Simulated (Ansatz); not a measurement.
Crystal: CoW3.

```
W Co
1.0
     3.90735    0.00000    0.00000
     0.00000    3.90735    0.00000
     0.00000    0.00000    3.90735
W Co
3 1
Cartesian
  1.9537 1.9537 0.0000
  1.9537 0.0000 1.9537
  0.0000 1.9537 1.9537
  0.0000 0.0000 0.0000
```

The cell comes from a database or a generator and needn't be the stable form of this composition.

Base run:

```yaml
Program: Ansatz 0.2.0
Functional: PBEsol
Potentials_or_basis: Ansatz PAW
Cutoff: "420 eV (not typed: the program's choice for these potentials)"
k_mesh: 6 × 6 × 6
Occupations: fermi-dirac, width 0.05 eV
Spin: collinear spin, ferromagnetic start
Starting_moments: "[0.0, 0.0, 0.0, 2.0] μB"
Fixed_moment: 2 μB
```

Its results: pressure -8.0 GPa; site moments W +0.20; Co +1.24 μB.

After a change of settings the same cell gave: pressure -10.3 GPa; site moments W +0.02; Co +0.42 μB. Which change was it?
A. fixed moment from 2 μB to 3 μB; moments at the start from [0.0, 0.0, 0.0, 2.0] to [0.0, 0.0, 0.0, 3.0]
B. fixed moment from 2 μB to 4 μB; moments at the start from [0.0, 0.0, 0.0, 2.0] to [0.0, 0.0, 0.0, 4.0]
C. fixed moment from 2 μB to 1.5 μB; moments at the start from [0.0, 0.0, 0.0, 2.0] to [0.0, 0.0, 0.0, 1.5]
D. fixed moment from 2 μB to 0.5 μB; moments at the start from [0.0, 0.0, 0.0, 2.0] to [0.0, 0.0, 0.0, 0.5]

D.

Caveats: the total moment is fixed, so each spin has its own Fermi level; the PAW data sets come from PBE, with cores solved anew for the run's functional, which leaves a small shift of forces and pressure; the thresholds are loose for stress.
